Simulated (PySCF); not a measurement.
# TiH6O3 (+2): ligand-field states

Wanted: ligand-field states for TiH6O3 (+2).

Programs: PySCF 2.14.0, with routines of our own; each step states its level. All values are computed. Atoms count from 0.

## (1) The starting structure

10 atoms, charge 2, states of the metal's open shell are computed; geometry from: model geometry, bond lengths from ionic radii.

## (2) Ligand-field states: state-averaged CASSCF

What the job is given:

```
{"job": {"kind": "lf", "basis": {"metal": "x2c-TZVPall", "ligand": "x2c-SVPall"}, "nevpt": true}, "charge": 2, "metal": "Ti", "open_shell": "d2"}
Ti     0.000000     0.000000     0.000000
O      2.040000     0.000000     0.000000
H      2.615000     0.775000     0.000000
H      2.615000    -0.775000     0.000000
O     -1.020000     1.766692     0.000000
H     -1.978670     1.877156     0.000000
H     -0.636330     2.652156     0.000000
O     -1.020000    -1.766692     0.000000
H     -0.636330    -2.652156     0.000000
H     -1.978670    -1.877156     0.000000
```

Level: state-averaged CASSCF of the metal d shell, SC-NEVPT2 on the averaged canonical orbitals, state-interaction spin-orbit coupling.

On the command line:

```
OMP_NUM_THREADS=1 python lf_run.py task.json out
```

One launch serves the whole session: the jobs run in the order shown.

Log:

```text
basis functions 120, electrons 50, active (2e, 5o)
stage 1: DIIS on the effective Fock matrix, level shift 0.30
cycle   1  E = -1079.7202476197  dE = -1.080e+03  max|g| = 8.955e-01
cycle   2  E = -1080.3059218798  dE = -5.857e-01  max|g| = 1.820e-01
cycle   3  E = -1080.3280148565  dE = -2.209e-02  max|g| = 5.329e-02
cycle   4  E = -1080.3305559682  dE = -2.541e-03  max|g| = 2.706e-02
cycle   5  E = -1080.3311858654  dE = -6.299e-04  max|g| = 1.524e-02
cycle   6  E = -1080.3313179149  dE = -1.320e-04  max|g| = 8.072e-03
cycle   7  E = -1080.3313466099  dE = -2.869e-05  max|g| = 3.864e-03
cycle   8  E = -1080.3313536943  dE = -7.084e-06  max|g| = 1.939e-03
cycle   9  E = -1080.3313556150  dE = -1.921e-06  max|g| = 9.156e-04
cycle  10  E = -1080.3313561074  dE = -4.924e-07  max|g| = 4.180e-04
cycle  11  E = -1080.3313562366  dE = -1.292e-07  max|g| = 1.872e-04
cycle  12  E = -1080.3313562624  dE = -2.579e-08  max|g| = 8.307e-05
cycle  13  E = -1080.3313562668  dE = -4.400e-09  max|g| = 3.708e-05
cycle  14  E = -1080.3313562675  dE = -6.810e-10  max|g| = 1.627e-05
cycle  15  E = -1080.3313562676  dE = -1.203e-10  max|g| = 7.194e-06
converged average energy = -1080.3313562676

 mult deg   label        CASSCF/cm-1   NEVPT2/cm-1
   3   2   3E''                0.0           0.0
   3   1   3A2'             -720.8          81.8
   3   2   3E'              2592.2        1997.4
   3   1   3A1''            3296.1        3745.5
   3   1   3A2''            3508.8        3911.0
   1   2   1E'              9428.8        8103.0
   1   1   1A1'            11608.2        8404.7
   1   2   1E''            11631.4        9484.3
   3   2   3E''            12310.9       10405.9
   1   2   1E''            15072.9       13525.1
   1   1   1A1'            15334.5       13713.8
   1   2   1E'             16000.8       14115.7
   3   1   3A2'            19055.8       16843.6
   1   1   1A1''           18833.6       17262.4
   1   1   1A2''           19589.6       18029.0
   1   2   1E'             24400.8       22357.9
   1   1   1A1'            42206.7       34965.2

spin-orbit levels / cm-1
      0.00  x1  3E'' 0.67 3A2' 0.33
     84.17  x2  3E'' 0.66 3A2' 0.34
    135.18  x1  3E'' 1.00
    232.37  x2  3E'' 1.00
    364.20  x2  3A2' 0.66 3E'' 0.34
    400.74  x1  3A2' 0.67 3E'' 0.33
   2090.50  x2  3E' 1.00
   2186.44  x2  3E' 0.99
   2280.50  x1  3E' 1.00
   2280.97  x1  3E' 1.00
   3837.62  x2  3A1'' 0.73 3A2'' 0.27
   3939.16  x1  3A1'' 1.00
   4104.11  x1  3A2'' 1.00
   4195.37  x2  3A2'' 0.73 3A1'' 0.27
   8289.88  x2  1E' 1.00
   8594.59  x1  1A1' 1.00
   9667.12  x2  1E'' 0.99
  10542.15  x1  3E'' 1.00
  10546.39  x1  3E'' 1.00
  10598.45  x2  3E'' 0.99
  10649.44  x2  3E'' 1.00
  13715.75  x2  1E'' 1.00
  13903.10  x1  1A1' 1.00
  14305.55  x2  1E' 1.00
  17034.70  x1  3A2' 1.00
  17034.95  x2  3A2' 1.00
  17451.40  x1  1A1'' 1.00
  18218.00  x1  1A2'' 1.00
  22546.89  x2  1E' 1.00
  35156.71  x1  1A1' 1.00
```

Run time: 4 s. Hardware: 1 thread of Arm Neoverse V2, shared host; peak memory 0.29 GiB.

Key values:

| quantity | value |
| --- | --- |
| spin-orbit constant ζ | 110 cm⁻¹ |

Powder susceptibility:

| T (K) | χT (cm³ K/mol) | μ(eff) |
| --- | --- | --- |
| 2 | 0.003 | 0.15 |
| 5 | 0.007 | 0.24 |
| 10 | 0.015 | 0.35 |
| 20 | 0.032 | 0.51 |
| 30 | 0.063 | 0.71 |
| 50 | 0.175 | 1.18 |
| 75 | 0.335 | 1.64 |
| 100 | 0.484 | 1.97 |
| 150 | 0.740 | 2.43 |
| 200 | 0.942 | 2.74 |
| 250 | 1.097 | 2.96 |
| 300 | 1.218 | 3.12 |

Orbitals, density, ELF and potential are computed afterwards from the orbital file.

The spin density lies nearest to Ti0 94 %.

## (3) Ligand-field states: state-averaged CASSCF (pyramidal angle at 95°)

What the job is given:

```
{"job": {"kind": "lf", "basis": {"metal": "x2c-TZVPall", "ligand": "x2c-SVPall"}, "nevpt": true, "reuse": true}, "charge": 2, "metal": "Ti", "open_shell": "d2"}
Ti     0.000000     0.000000     0.000000
O      2.032237     0.000000    -0.177798
H      2.605049     0.775000    -0.227912
H      2.605049    -0.775000    -0.227912
O     -1.016119     1.759969    -0.177798
H     -1.973694     1.868539    -0.227912
H     -0.631355     2.643539    -0.227912
O     -1.016119    -1.759969    -0.177798
H     -0.631355    -2.643539    -0.227912
H     -1.973694    -1.868539    -0.227912
```

With the program's defaults for keys left out, this is: state-averaged CASSCF of the metal d shell, SC-NEVPT2 on the averaged canonical orbitals, state-interaction spin-orbit coupling.

Log:

```text
basis functions 120, electrons 50, active (2e, 5o)
start from the orbitals of the previous structure
stage 1: DIIS on the effective Fock matrix, level shift 0.30
cycle   1  E = -1079.7551617719  dE = -1.080e+03  max|g| = 1.129e+00
cycle   2  E = -1080.2830557123  dE = -5.279e-01  max|g| = 2.750e-01
cycle   3  E = -1080.3248621910  dE = -4.181e-02  max|g| = 6.981e-02
cycle   4  E = -1080.3299794534  dE = -5.117e-03  max|g| = 3.087e-02
cycle   5  E = -1080.3308422221  dE = -8.628e-04  max|g| = 1.605e-02
cycle   6  E = -1080.3310301952  dE = -1.880e-04  max|g| = 6.213e-03
cycle   7  E = -1080.3310718701  dE = -4.167e-05  max|g| = 3.727e-03
cycle   8  E = -1080.3310818022  dE = -9.932e-06  max|g| = 1.606e-03
cycle   9  E = -1080.3310835744  dE = -1.772e-06  max|g| = 6.882e-04
cycle  10  E = -1080.3310839296  dE = -3.552e-07  max|g| = 2.787e-04
cycle  11  E = -1080.3310840007  dE = -7.110e-08  max|g| = 1.069e-04
cycle  12  E = -1080.3310840131  dE = -1.240e-08  max|g| = 4.082e-05
cycle  13  E = -1080.3310840154  dE = -2.349e-09  max|g| = 2.116e-05
cycle  14  E = -1080.3310840159  dE = -4.773e-10  max|g| = 1.047e-05
cycle  15  E = -1080.3310840160  dE = -9.595e-11  max|g| = 4.998e-06
converged average energy = -1080.3310840160

 mult deg   label        CASSCF/cm-1   NEVPT2/cm-1
   3   1   3A2                 0.0           0.0
   3   2   3E                915.1         124.3
   3   2   3E               3616.9        2334.4
   3   1   3A1              4475.4        4100.3
   3   1   3A2              4665.4        4347.2
   1   2   1E              10348.8        8234.3
   1   1   1A1             12614.3        8710.7
   1   2   1E              12549.7        9675.8
   3   2   3E              13362.9       10679.8
   1   2   1E              16064.3       13663.9
   1   1   1A1             16342.4       13964.4
   1   2   1E              17246.7       14675.3
   3   1   3A2             19887.9       16911.6
   1   1   1A2             19811.1       17464.1
   1   1   1A1             20518.4       18148.6
   1   2   1E              25284.4       22478.6
   1   1   1A1             43217.1       35221.0

spin-orbit levels / cm-1
      0.00  x1  3A2 0.60 3E 0.39
     64.07  x2  3A2 0.71 3E 0.29
    228.02  x1  3E 1.00
    307.11  x2  3E 1.00
    346.53  x2  3E 0.71 3A2 0.29
    371.73  x1  3E 0.60 3A2 0.40
   2396.75  x2  3E 1.00
   2482.61  x2  3E 0.99
   2568.58  x1  3E 1.00
   2568.92  x1  3E 1.00
   4177.65  x2  3A1 0.81 3A2 0.18
   4253.60  x1  3A1 1.00
   4500.72  x1  3A2 1.00
   4566.75  x2  3A2 0.82 3A1 0.18
   8381.65  x2  1E 1.00
   8860.41  x1  1A1 1.00
   9818.09  x2  1E 0.99
  10776.03  x1  3E 1.00
  10780.18  x1  3E 1.00
  10832.81  x2  3E 0.99
  10882.70  x2  3E 1.00
  13814.47  x2  1E 1.00
  14113.45  x1  1A1 1.00
  14824.64  x2  1E 1.00
  17062.82  x1  3A2 1.00
  17063.04  x2  3A2 1.00
  17612.98  x1  1A2 1.00
  18297.59  x1  1A1 1.00
  22627.57  x2  1E 1.00
  35372.40  x1  1A1 1.00
```

Wall time 2.8 s (1 thread of Arm Neoverse V2, shared host); peak memory 0.28 GiB.

Key values:

| quantity | value |
| --- | --- |
| spin-orbit constant ζ | 110 cm⁻¹ |

Powder susceptibility:

| T (K) | χT (cm³ K/mol) | μ(eff) |
| --- | --- | --- |
| 2 | 0.003 | 0.16 |
| 20 | 0.041 | 0.58 |
| 100 | 0.481 | 1.96 |
| 300 | 1.216 | 3.12 |

## (4) Ligand-field states: state-averaged CASSCF (pyramidal angle at 100°)

What the job is given:

```
{"job": {"kind": "lf", "basis": {"metal": "x2c-TZVPall", "ligand": "x2c-SVPall"}, "nevpt": true, "reuse": true}, "charge": 2, "metal": "Ti", "open_shell": "d2"}
Ti     0.000000     0.000000     0.000000
O      2.009008     0.000000    -0.354242
H      2.575272     0.775000    -0.454090
H      2.575272    -0.775000    -0.454090
O     -1.004504     1.739852    -0.354242
H     -1.958806     1.842751    -0.454090
H     -0.616466     2.617751    -0.454090
O     -1.004504    -1.739852    -0.354242
H     -0.616466    -2.617751    -0.454090
H     -1.958806    -1.842751    -0.454090
```

Method: state-averaged CASSCF of the metal d shell, SC-NEVPT2 on the averaged canonical orbitals, state-interaction spin-orbit coupling.

Log:

```text
basis functions 120, electrons 50, active (2e, 5o)
start from the orbitals of the previous structure
stage 1: DIIS on the effective Fock matrix, level shift 0.30
cycle   1  E = -1079.7616501941  dE = -1.080e+03  max|g| = 1.114e+00
cycle   2  E = -1080.2824804301  dE = -5.208e-01  max|g| = 2.712e-01
cycle   3  E = -1080.3240241452  dE = -4.154e-02  max|g| = 6.857e-02
cycle   4  E = -1080.3291538150  dE = -5.130e-03  max|g| = 3.075e-02
cycle   5  E = -1080.3300205251  dE = -8.667e-04  max|g| = 1.602e-02
cycle   6  E = -1080.3302104149  dE = -1.899e-04  max|g| = 7.804e-03
cycle   7  E = -1080.3302527697  dE = -4.235e-05  max|g| = 3.766e-03
cycle   8  E = -1080.3302629487  dE = -1.018e-05  max|g| = 1.627e-03
cycle   9  E = -1080.3302648053  dE = -1.857e-06  max|g| = 6.996e-04
cycle  10  E = -1080.3302651845  dE = -3.792e-07  max|g| = 2.840e-04
cycle  11  E = -1080.3302652625  dE = -7.798e-08  max|g| = 1.095e-04
cycle  12  E = -1080.3302652768  dE = -1.433e-08  max|g| = 4.622e-05
cycle  13  E = -1080.3302652796  dE = -2.758e-09  max|g| = 2.397e-05
cycle  14  E = -1080.3302652801  dE = -5.755e-10  max|g| = 1.178e-05
cycle  15  E = -1080.3302652802  dE = -1.137e-10  max|g| = 5.650e-06
converged average energy = -1080.3302652802

 mult deg   label        CASSCF/cm-1   NEVPT2/cm-1
   3   1   3A2                 0.0           0.0
   3   2   3E               1294.1         543.2
   3   2   3E               4300.2        3291.0
   3   1   3A1              4996.1        4670.7
   3   1   3A2              6164.7        5900.5
   1   2   1E              10763.7        8679.2
   1   1   1A1             13235.7        9604.9
   1   2   1E              12911.4       10196.1
   3   2   3E              14135.8       11504.7
   1   2   1E              16822.2       14417.5
   1   1   1A1             16988.7       14710.7
   1   2   1E              18401.5       15996.9
   3   1   3A2             20015.8       17126.8
   1   1   1A2             20363.3       18070.1
   1   1   1A1             20943.5       18537.1
   1   2   1E              25572.4       22859.9
   1   1   1A1             43868.1       35986.4

spin-orbit levels / cm-1
      0.00  x1  3A2 0.92 3E 0.08
     23.48  x2  3A2 0.96 3E 0.04
    572.30  x1  3E 1.00
    606.18  x2  3E 0.99
    614.71  x2  3E 0.96 3A2 0.04
    620.32  x1  3E 0.92 3A2 0.08
   3279.39  x2  3E 1.00
   3341.18  x2  3E 0.99
   3406.56  x1  3E 1.00
   3406.64  x1  3E 1.00
   4709.31  x2  3A1 0.98
   4728.51  x1  3A1 1.00
   5957.44  x1  3A2 1.00
   5966.72  x2  3A2 0.99
   8731.68  x2  1E 1.00
   9658.05  x1  1A1 1.00
  10242.18  x2  1E 0.99
  11504.88  x1  3E 1.00
  11508.70  x1  3E 1.00
  11561.78  x2  3E 0.99
  11610.44  x2  3E 1.00
  14471.60  x2  1E 1.00
  14762.77  x1  1A1 1.00
  16048.72  x2  1E 1.00
  17182.30  x1  3A2 1.00
  17182.87  x2  3A2 1.00
  18122.71  x1  1A2 1.00
  18590.00  x1  1A1 1.00
  22912.66  x2  1E 1.00
  36041.38  x1  1A1 1.00
```

It took 2.8 s on 1 thread of Arm Neoverse V2, shared host; peak memory 0.28 GiB.

In short:

| quantity | value |
| --- | --- |
| spin-orbit constant ζ | 110 cm⁻¹ |

Powder susceptibility:

| T (K) | χT (cm³ K/mol) | μ(eff) |
| --- | --- | --- |
| 2 | 0.044 | 0.60 |
| 20 | 0.402 | 1.79 |
| 100 | 0.718 | 2.40 |
| 300 | 1.156 | 3.04 |

## (5) Ligand-field states: state-averaged CASSCF (pyramidal angle at 105°)

What the job is given:

```
{"job": {"kind": "lf", "basis": {"metal": "x2c-TZVPall", "ligand": "x2c-SVPall"}, "nevpt": true, "reuse": true}, "charge": 2, "metal": "Ti", "open_shell": "d2"}
Ti     0.000000     0.000000     0.000000
O      1.970489     0.000000    -0.527991
H      2.525896     0.775000    -0.676812
H      2.525896    -0.775000    -0.676812
O     -0.985244     1.706493    -0.527991
H     -1.934118     1.799990    -0.676812
H     -0.591778     2.574990    -0.676812
O     -0.985244    -1.706493    -0.527991
H     -0.591778    -2.574990    -0.676812
H     -1.934118    -1.799990    -0.676812
```

With the program's defaults for keys left out, this is: state-averaged CASSCF of the metal d shell, SC-NEVPT2 on the averaged canonical orbitals, state-interaction spin-orbit coupling.

Log:

```text
basis functions 120, electrons 50, active (2e, 5o)
start from the orbitals of the previous structure
stage 1: DIIS on the effective Fock matrix, level shift 0.30
cycle   1  E = -1079.7659145419  dE = -1.080e+03  max|g| = 1.089e+00
cycle   2  E = -1080.2813409327  dE = -5.154e-01  max|g| = 2.683e-01
cycle   3  E = -1080.3226223435  dE = -4.128e-02  max|g| = 6.887e-02
cycle   4  E = -1080.3277567300  dE = -5.134e-03  max|g| = 3.014e-02
cycle   5  E = -1080.3286253660  dE = -8.686e-04  max|g| = 1.581e-02
cycle   6  E = -1080.3288171982  dE = -1.918e-04  max|g| = 7.753e-03
cycle   7  E = -1080.3288602781  dE = -4.308e-05  max|g| = 3.766e-03
cycle   8  E = -1080.3288708360  dE = -1.056e-05  max|g| = 1.632e-03
cycle   9  E = -1080.3288728307  dE = -1.995e-06  max|g| = 7.043e-04
cycle  10  E = -1080.3288732640  dE = -4.333e-07  max|g| = 2.867e-04
cycle  11  E = -1080.3288733592  dE = -9.516e-08  max|g| = 1.110e-04
cycle  12  E = -1080.3288733790  dE = -1.981e-08  max|g| = 4.925e-05
cycle  13  E = -1080.3288733833  dE = -4.311e-09  max|g| = 2.537e-05
cycle  14  E = -1080.3288733843  dE = -1.035e-09  max|g| = 1.228e-05
cycle  15  E = -1080.3288733845  dE = -2.310e-10  max|g| = 5.847e-06
converged average energy = -1080.3288733845

 mult deg   label        CASSCF/cm-1   NEVPT2/cm-1
   3   1   3A2                 0.0           0.0
   3   2   3E               1616.8         967.2
   3   2   3E               5063.5        4381.5
   3   1   3A1              5520.0        5253.7
   3   1   3A2              7935.8        7721.5
   1   2   1E              11183.7        9143.7
   1   1   1A1             13865.5       10629.4
   1   2   1E              13186.9       10644.8
   3   2   3E              15065.9       12510.2
   1   2   1E              17861.3       15553.6
   1   1   1A1             17731.6       15568.5
   3   1   3A2             19920.2       17145.8
   1   2   1E              19697.5       17436.1
   1   1   1A2             20935.9       18708.5
   1   1   1A1             21364.3       18906.1
   1   2   1E              25766.6       23186.8
   1   1   1A1             44604.5       36879.0

spin-orbit levels / cm-1
      0.00  x1  3A2 0.98
     10.30  x2  3A2 0.99
    979.61  x2  3E 1.00
    997.00  x1  3E 1.00
   1001.03  x2  3E 0.99
   1020.66  x1  3E 0.97
   4370.26  x2  3E 1.00
   4404.26  x2  3E 0.99
   4444.29  x1  3E 0.99
   4445.38  x1  3E 1.00
   5277.31  x2  3A1 0.99
   5288.22  x1  3A1 0.99
   7751.66  x2  3A2 0.99
   7752.61  x1  3A2 1.00
   9173.83  x2  1E 0.99
  10656.69  x1  1A1 1.00
  10666.49  x2  1E 1.00
  12485.23  x1  3E 1.00
  12488.55  x1  3E 1.00
  12541.20  x2  3E 1.00
  12590.37  x2  3E 1.00
  15582.01  x2  1E 1.00
  15593.78  x1  1A1 1.00
  17168.58  x2  3A2 0.98
  17177.99  x1  3A2 1.00
  17470.82  x2  1E 0.98
  18735.85  x1  1A2 1.00
  18933.87  x1  1A1 1.00
  23214.57  x2  1E 1.00
  36908.68  x1  1A1 1.00
```

Run time: 2.8 s. Hardware: 1 thread of Arm Neoverse V2, shared host; peak memory 0.28 GiB.

Key values:

| quantity | value |
| --- | --- |
| spin-orbit constant ζ | 112 cm⁻¹ |

Powder susceptibility:

| T (K) | χT (cm³ K/mol) | μ(eff) |
| --- | --- | --- |
| 2 | 0.169 | 1.16 |
| 20 | 0.695 | 2.36 |
| 100 | 0.838 | 2.59 |
| 300 | 1.094 | 2.96 |

## (6) Ligand-field states: state-averaged CASSCF (pyramidal angle at 110°)

What the job is given:

```
{"job": {"kind": "lf", "basis": {"metal": "x2c-TZVPall", "ligand": "x2c-SVPall"}, "nevpt": true, "reuse": true}, "charge": 2, "metal": "Ti", "open_shell": "d2"}
Ti     0.000000     0.000000     0.000000
O      1.916973     0.000000    -0.697721
H      2.457296     0.775000    -0.894383
H      2.457296    -0.775000    -0.894383
O     -0.958486     1.660147    -0.697721
H     -1.899818     1.740581    -0.894383
H     -0.557478     2.515581    -0.894383
O     -0.958486    -1.660147    -0.697721
H     -0.557478    -2.515581    -0.894383
H     -1.899818    -1.740581    -0.894383
```

Method: state-averaged CASSCF of the metal d shell, SC-NEVPT2 on the averaged canonical orbitals, state-interaction spin-orbit coupling.

Log:

```text
basis functions 120, electrons 50, active (2e, 5o)
start from the orbitals of the previous structure
stage 1: DIIS on the effective Fock matrix, level shift 0.30
cycle   1  E = -1079.7602343043  dE = -1.080e+03  max|g| = 1.067e+00
cycle   2  E = -1080.2790864272  dE = -5.189e-01  max|g| = 2.726e-01
cycle   3  E = -1080.3205224203  dE = -4.144e-02  max|g| = 7.091e-02
cycle   4  E = -1080.3256801080  dE = -5.158e-03  max|g| = 2.930e-02
cycle   5  E = -1080.3265529538  dE = -8.728e-04  max|g| = 1.556e-02
cycle   6  E = -1080.3267476997  dE = -1.947e-04  max|g| = 7.663e-03
cycle   7  E = -1080.3267919222  dE = -4.422e-05  max|g| = 3.742e-03
cycle   8  E = -1080.3268030628  dE = -1.114e-05  max|g| = 1.622e-03
cycle   9  E = -1080.3268052816  dE = -2.219e-06  max|g| = 7.019e-04
cycle  10  E = -1080.3268058198  dE = -5.382e-07  max|g| = 2.858e-04
cycle  11  E = -1080.3268059533  dE = -1.335e-07  max|g| = 1.107e-04
cycle  12  E = -1080.3268059871  dE = -3.375e-08  max|g| = 5.070e-05
cycle  13  E = -1080.3268059962  dE = -9.107e-09  max|g| = 2.690e-05
cycle  14  E = -1080.3268059989  dE = -2.696e-09  max|g| = 1.456e-05
cycle  15  E = -1080.3268059996  dE = -7.392e-10  max|g| = 7.467e-06
converged average energy = -1080.3268059996

 mult deg   label        CASSCF/cm-1   NEVPT2/cm-1
   3   1   3A2                 0.0           0.0
   3   2   3E               1799.4        1327.8
   3   2   3E               5756.2        5387.6
   3   1   3A1              5928.8        5733.8
   3   1   3A2              9683.1        9533.1
   1   2   1E              11527.4        9537.2
   1   2   1E              13331.8       10975.6
   1   1   1A1             14294.0       11507.4
   3   2   3E              16011.9       13566.2
   1   1   1A1             18468.1       16416.4
   1   2   1E              18950.1       16806.3
   3   1   3A2             19534.4       16893.3
   1   2   1E              20890.7       18755.5
   1   1   1A1             21731.4       19255.8
   1   1   1A2             21405.9       19258.4
   1   2   1E              25845.6       23443.3
   1   1   1A1             45298.4       37760.2

spin-orbit levels / cm-1
      0.00  x1  3A2 0.99
      5.55  x2  3A2 0.99
   1307.97  x2  3E 1.00
   1348.40  x2  3E 0.99
   1372.59  x1  3E 1.00
   1388.07  x1  3E 0.99
   5389.69  x2  3E 1.00
   5396.65  x2  3E 0.98
   5411.26  x1  3E 0.96 3A1 0.04
   5418.75  x1  3E 1.00
   5755.70  x2  3A1 0.97
   5766.51  x1  3A1 0.96 3E 0.04
   9485.86  x2  3A2 0.50 1E 0.49
   9554.57  x1  3A2 1.00
   9624.85  x2  1E 0.50 3A2 0.50
  10989.30  x2  1E 1.00
  11524.89  x1  1A1 1.00
  13531.45  x1  3E 1.00
  13534.58  x1  3E 1.00
  13586.80  x2  3E 1.00
  13637.68  x2  3E 1.00
  16424.55  x1  1A1 0.97
  16816.61  x2  1E 0.90 3A2 0.09
  16922.32  x2  3A2 0.90 1E 0.09
  16925.68  x1  3A2 0.97
  18775.13  x2  1E 1.00
  19274.71  x1  1A1 1.00
  19276.73  x1  1A2 1.00
  23462.37  x2  1E 1.00
  37780.92  x1  1A1 1.00
```

It took 2.8 s on 1 thread of Arm Neoverse V2, shared host; peak memory 0.28 GiB.

In short:

| quantity | value |
| --- | --- |
| spin-orbit constant ζ | 113 cm⁻¹ |

Powder susceptibility:

| T (K) | χT (cm³ K/mol) | μ(eff) |
| --- | --- | --- |
| 2 | 0.369 | 1.72 |
| 20 | 0.802 | 2.53 |
| 100 | 0.886 | 2.66 |
| 300 | 1.064 | 2.92 |

## (7) The runs side by side

From the NEVPT2 states (cm⁻¹; the spread is that of the fitted one-electron ligand-field levels):

| step | setting | ground state | next state | orbital spread | Racah B | ζ | μ(eff), 300 K |
| --- | --- | --- | --- | --- | --- | --- | --- |
| 2 | as given | 3E'' | 3A2' at 82 | 5893 | 656 | 110 | 3.12 |
| 3 | pyramidal angle at 95 | 3A2 | 3E at 124 | 5848 | 655 | 110 | 3.12 |
| 4 | pyramidal angle at 100 | 3A2 | 3E at 543 | 5746 | 655 | 110 | 3.04 |
| 5 | pyramidal angle at 105 | 3A2 | 3E at 967 | 5631 | 656 | 112 | 2.96 |
| 6 | pyramidal angle at 110 | 3A2 | 3E at 1328 | 5528 | 659 | 113 | 2.92 |

## (8) What came out

```
                                                         quantity       value
            spin-orbit constant ζ (step 2, state-averaged CASSCF)    110 cm⁻¹
ground multiplicity, μ(eff) at 300 K (step 2, 3 donors at 2.04 Å)  3, 3.12 μB
ground multiplicity, μ(eff) at 300 K (step 3, 3 donors at 2.04 Å)  3, 3.12 μB
ground multiplicity, μ(eff) at 300 K (step 4, 3 donors at 2.04 Å)  3, 3.04 μB
ground multiplicity, μ(eff) at 300 K (step 5, 3 donors at 2.04 Å)  3, 2.96 μB
ground multiplicity, μ(eff) at 300 K (step 6, 3 donors at 2.04 Å)  3, 2.92 μB
```

**Reading.** In step 2, χT goes from 0.00 at 2 K to 1.22 cm³ K/mol at 300 K, as higher levels fill or mix in. The spread of the ligand-field levels runs from 5528 cm⁻¹ (pyramidal angle at 110) to 5893 cm⁻¹ (as given); μ(eff) at 300 K: 2.92 to 3.12 μB.
